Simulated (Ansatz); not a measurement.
Wanted: the native input for an Ansatz 0.2.0 run.

- Task: relaxation of cell and atoms
- Functional: LDA
- Potentials or basis: Ansatz PAW
- Cutoff: 420 eV (not typed: the program's choice for these potentials)
- k mesh: 6 × 6 × 6
- Occupations: fermi-dirac, width 0.05 eV
- Spin: no spin polarisation

The system is Y3Ge.

```
Y Ge
1.0
    -2.26539    2.26539    5.19702
     2.26539   -2.26539    5.19702
     2.26539    2.26539   -5.19702
Y Ge
3 1
Direct
  0.50000 0.50000 0.00000
  0.25000 0.75000 0.50000
  0.75000 0.25000 0.50000
  0.00000 0.00000 0.00000
```

The cell comes from a database or a generator and needn't be the stable form of this composition.

These files were run (other wordings do the same):

input.yaml

```yaml
crystal:
  lattice:
    - [-2.265394, 2.265394, 5.19702]
    - [2.265394, -2.265394, 5.19702]
    - [2.265394, 2.265394, -5.19702]
  atoms:
    - { symbol: "Y", position: [0.5, 0.5, 0.0] }
    - { symbol: "Y", position: [0.25, 0.75, 0.5] }
    - { symbol: "Y", position: [0.75, 0.25, 0.5] }
    - { symbol: Ge, position: [0.0, 0.0, 0.0] }
hamiltonian:
  xc: lda
  pseudopotentials: { kind: paw }
kpoints:
  mp_grid: { grid: [6, 6, 6] }
scf:
  occupations: { method: fermi_dirac, width: 0.05 }
output:
  forces: true
  stress: true
  eigenvalues: true
relax:
  f_tol: 0.01
  max_steps: 40
  cell: { stress_tol: 0.05 }
```

Potentials or basis: Ansatz PAW.

Command:

```bash
$ ansatz run input.yaml --threads 2 --pin off --max-ram 5632MiB --backend cpu --events-out ev --progress --plain --runs-dir out
```

Results of the run:

| Item | Value |
| --- | --- |
| Relaxed volume | 24.00 Å³/atom |
| Relaxed cell | a = 5.796 Å, b = 5.796 Å, c = 5.796 Å, α = 134.97°, β = 134.97°, γ = 65.57° |
| Space group after relaxing (to 0.05 Å) | I4/mmm (No. 139) |
| Energy gained by relaxing | 40.9 meV/atom |
| Ionic steps | 6 |
| Pressure after relaxing | 0.0 GPa |
| Band gap on the k mesh | none (metal or under the smearing width) |

Caveat: the plane-wave basis is chosen anew once the cell has moved, so the energies of steps on either side of that aren't comparable; the PAW data sets come from PBE, with cores solved anew for the run's functional, which leaves a small shift of forces and pressure.

Run time: 8.4 s on 2 threads of Intel(R) Xeon(R) 6975P-C (Granite Rapids), with other jobs on the host, peak memory 0.48 GiB.
